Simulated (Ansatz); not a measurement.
# CH4Cl2OSn: how energies converge with the basis set

How large a basis does CH4Cl2OSn need? Two functionals are run in growing sets.

Computed with Ansatz 0.2.0, Gaussian basis. Level: one geometry, several basis sets.

Plan: PBE0-D4/def2-SVP; ωB97M-V/def2-SVP; PBE0-D4/def2-QZVPP; ωB97M-V/def2-QZVPP; the functionals' def2-TZVPP values are taken from earlier runs.

### 1 Structure used throughout

The geometry comes from an earlier relaxation with PBE0-D4 in a triple-zeta def2 set; it is a stationary point, not always the lowest conformer. Sn takes the def2 core potential; no spin-orbit term is included.

SMILES `C[O][SnH]([Cl])[Cl]`, 9 atoms, charge 0, spin multiplicity 1.

Atoms are counted from 1 here; the program's logs count them from 0.

Bond lengths: C1–O2 1.414 Å, C1–H6 1.096 Å, C1–H7 1.092 Å, C1–H8 1.096 Å, O2–Sn3 1.935 Å, Sn3–Cl4 2.312 Å, Sn3–Cl5 2.312 Å, Sn3–H9 1.688 Å. Angles: O2–C1–H6 112.0°, O2–C1–H7 107.4°, O2–C1–H8 111.9°, H6–C1–H7 108.4°, H6–C1–H8 108.7°, H7–C1–H8 108.4°, C1–O2–Sn3 120.8°, O2–Sn3–Cl4 107.7°, O2–Sn3–Cl5 107.7°, O2–Sn3–H9 109.9°, Cl4–Sn3–Cl5 106.1°, Cl4–Sn3–H9 112.6°, Cl5–Sn3–H9 112.6°.

Geometry (Å):

```xyz
9

C    -0.6880    0.1225    1.3092
O     0.6218    0.1675    0.7779
Sn    0.9336   -0.0819   -1.1157
Cl    0.0441   -2.1315   -1.7099
Cl   -0.3066    1.5072   -2.2480
H    -1.1650   -0.8496    1.1413
H    -0.6091    0.2855    2.3863
H    -1.3278    0.9056    0.8874
H     2.5855    0.0284   -1.4456
```

### 2 PBE0-D4 in def2-SVP

File in.yaml:

```yaml
crystal:
  periodic: [false, false, false]
  atoms:
    - {symbol: C, position_ang: [-0.687958, 0.122500, 1.309178]}
    - {symbol: O, position_ang: [0.621761, 0.167521, 0.777869]}
    - {symbol: Sn, position_ang: [0.933628, -0.081887, -1.115696]}
    - {symbol: Cl, position_ang: [0.044106, -2.131512, -1.709879]}
    - {symbol: Cl, position_ang: [-0.306569, 1.507173, -2.248024]}
    - {symbol: H, position_ang: [-1.164971, -0.849603, 1.141340]}
    - {symbol: H, position_ang: [-0.609120, 0.285506, 2.386315]}
    - {symbol: H, position_ang: [-1.327818, 0.905634, 0.887402]}
    - {symbol: H, position_ang: [2.585541, 0.028369, -1.445603]}
basis:
  gaussian: {orbitals: def2-SVP}
hamiltonian: {xc: pbe0, dispersion: d4}
output: {orbitals: {seedname: orbitals}}
```

Further steps of the session: ωB97M-V in def2-SVP; PBE0-D4 in def2-QZVPP; ωB97M-V in def2-QZVPP.

Before running them: what should the planned runs give, taken together? Wanted: PBE0-D4: double and triple zeta above quadruple; ωB97M-V: double and triple zeta above quadruple.

The runs gave:

| quantity | value |
| --- | --- |
| PBE0-D4: double and triple zeta above quadruple | 13.78, 0.99 eV |
| ωB97M-V: double and triple zeta above quadruple | 13.79, 0.95 eV |

**Reading.** For PBE0-D4 the step from double to triple zeta gains 12.79 eV and the next only 0.99 eV. These are total energies; as a rule much of such shifts cancels in differences, which this series doesn't test.
